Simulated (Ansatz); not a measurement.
## H6O2SSi2, SMILES O[SiH](O)S[SiH3]: vertical energies of changing the electron count, step by step

Computed with Ansatz's Python interface.

Interactive session:
```pycon
>>> import ansatz as az
>>> BASIS_SET = "def2-SVPD"
>>> METHOD = "mp2"
>>> def energy(molecule, charge=0, unpaired=0):
...     calc = (
...         molecule.calculation()
...         .basis(gaussian=BASIS_SET)
...         .correlation(METHOD)
...     )
...     if charge:
...         calc = calc.charge(charge)
...     if unpaired:
...         calc = calc.spin("collinear", total=unpaired)
...     return calc.run().report["free_energy_ev"]
...
>>> GEOMETRY = """
... O    -2.11060    1.38080    0.49800
... Si   -0.96140    0.49100   -0.17540
... O    -1.63220   -0.76600   -0.97470
... S     0.14850   -0.41940    1.44510
... Si    1.99940   -0.51130    0.39970
... H    -2.74840    1.75500   -0.16460
... H    -0.10550    1.32650   -1.03560
... H    -2.00290   -1.46500   -0.41650
... H     2.41570    0.82960    0.00970
... H     2.97830   -1.15940    1.25590
... H     1.84420   -1.43480   -0.83360
... """
>>> system = az.Crystal.molecule()
>>> for line in GEOMETRY.strip().splitlines():
...     symbol, *xyz = line.split()
...     system = system.atom(symbol, [float(v) for v in xyz])
...
>>> # total-energy differences at one geometry
>>> parent = energy(system, 0, 0)

>>> cation = energy(system, 1, 1)
>>> print(f"E(N)   = {parent:.5f} eV")
E(N)   = -30724.13987 eV
>>> print(f"E(N-1) = {cation:.5f} eV  (1 unpaired)")
E(N-1) = -30714.56264 eV  (1 unpaired)
>>> print(f"vertical ionisation energy {cation - parent:.3f} eV")
vertical ionisation energy 9.577 eV
>>> anion = energy(system, -1, 1)
>>> print(f"E(N+1) = {anion:.5f} eV  (1 unpaired)")
E(N+1) = -30722.88959 eV  (1 unpaired)
>>> print(f"vertical electron affinity {parent - anion:.3f} eV" + ("" if anion < parent else " (unbound in this basis)"))
vertical electron affinity -1.250 eV (unbound in this basis)
>>> print(f"fundamental gap IP - EA = {cation + anion - 2 * parent:.3f} eV")
fundamental gap IP - EA = 10.828 eV
```

At this unrelaxed geometry removing an electron costs 9.58 eV and an added one is unbound in this basis (by 1.25 eV).

Notes:
- Total energies depend on the basis set; only differences at equal settings carry meaning.
- The geometry is a force-field or estimated start, not a minimum of this method, and the basis set is short of its limit. All parts are taken at fixed geometry, without zero-point energy. At an unrelaxed start these energies can be a whole eV from those at the minimum, and a small affinity can change sign.
- A negative electron affinity means that the anion is unbound here; its size hangs on the basis and tends to about zero as the basis grows, and so does its part in any gap built on it.
- Timing: 89 s on 1 thread of Arm Neoverse V1 (shared host), peak memory 0.63 GiB.

(Lines on the test bed's own set-up are left out of the output.)
